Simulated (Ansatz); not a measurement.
# BFH₂SeSi, SMILES FB1[SiH2][Se]1: a rigid scan of one bond length

Computed with Ansatz's Python interface.

Notebook, run cell by cell (the value of a cell's last expression is shown):

In [1]:
```python
import warnings

import ansatz as az
import numpy as np
```

In [2]:
```python
GEOMETRY = '''
F     0.63860   -2.43070    0.45580
B    -0.12550   -1.14080    0.29580
Si    0.08440    0.81670   -0.06670
Se   -1.58230   -0.08630   -0.73110
H     1.08500    1.10460   -1.13890
H    -0.05820    1.67240    1.13900
'''
```

In [3]:
```python
warnings.simplefilter('ignore', az.DeckWarning)
```

In [4]:
```python
molecule = az.Crystal.molecule()
for line in GEOMETRY.strip().splitlines():
    symbol, *xyz = line.split()
    molecule = molecule.atom(symbol, [float(v) for v in xyz])
```

In [5]:
```python
symbols = [site.symbol for site in molecule.cartesian_sites]
start = np.array([site.position_ang for site in molecule.cartesian_sites])
axis = (start[0] - start[1]) / np.linalg.norm(start[0] - start[1])
moving = [0]
lengths, energies = [1.28, 1.39, 1.51, 1.66, 1.88, 2.26, 2.71, 3.32], []
for length in lengths:
    xyz = start.copy()
    xyz[moving] += (length - np.linalg.norm(start[0] - start[1])) * axis
    point = az.Crystal.molecule()
    for symbol, place in zip(symbols, xyz):
        point = point.atom(symbol, place.tolist())
    calc = point.calculation().basis(gaussian='def2-SVP').functional('HF')
    rep = calc.run(threads=1, pin='off').report
    energies.append(rep['free_energy_ev'])
    print(f'r = {length:6.3f} A  E = {energies[-1]:.5f} eV  <S^2> = {abs(rep["mean_field"]["state"]["spin_squared"]):.3f}')
```
```text
r =  1.280 A  E = -76561.23758 eV  <S^2> = 0.000
r =  1.390 A  E = -76561.05196 eV  <S^2> = 0.000
r =  1.510 A  E = -76560.46511 eV  <S^2> = 0.000
r =  1.660 A  E = -76559.49527 eV  <S^2> = 0.000
r =  1.880 A  E = -76557.99050 eV  <S^2> = 0.000
r =  2.260 A  E = -76555.75239 eV  <S^2> = 0.000
r =  2.710 A  E = -76553.89565 eV  <S^2> = 0.000
r =  3.320 A  E = -76552.30610 eV  <S^2> = 0.000
```

In [6]:
```python
print('energy above the lowest point (eV):', [round(e - min(energies), 3) for e in energies])
```
```text
energy above the lowest point (eV): [0.0, 0.186, 0.772, 1.742, 3.247, 5.485, 7.342, 8.931]
```

Notes:
- Total energies depend on the basis set; only differences at equal settings carry meaning.
- The rest of the molecule is held rigid at a force-field or estimated start geometry, and the basis set is modest; single-reference methods fail as a bond breaks.
- Hartree-Fock leaves correlation out, so bond, atomisation and ionisation energies come out well too low.
- The orbitals are restricted, so S² is zero by construction.
- Toward dissociation an unrestricted state can lie under the restricted one, by tenths of an eV for polar bonds under a functional and by 1 to 2 eV or more for others.
- Hardware and time: 19 s on 1 thread of Arm Neoverse N1, with other jobs on the host, peak memory 0.22 GiB.
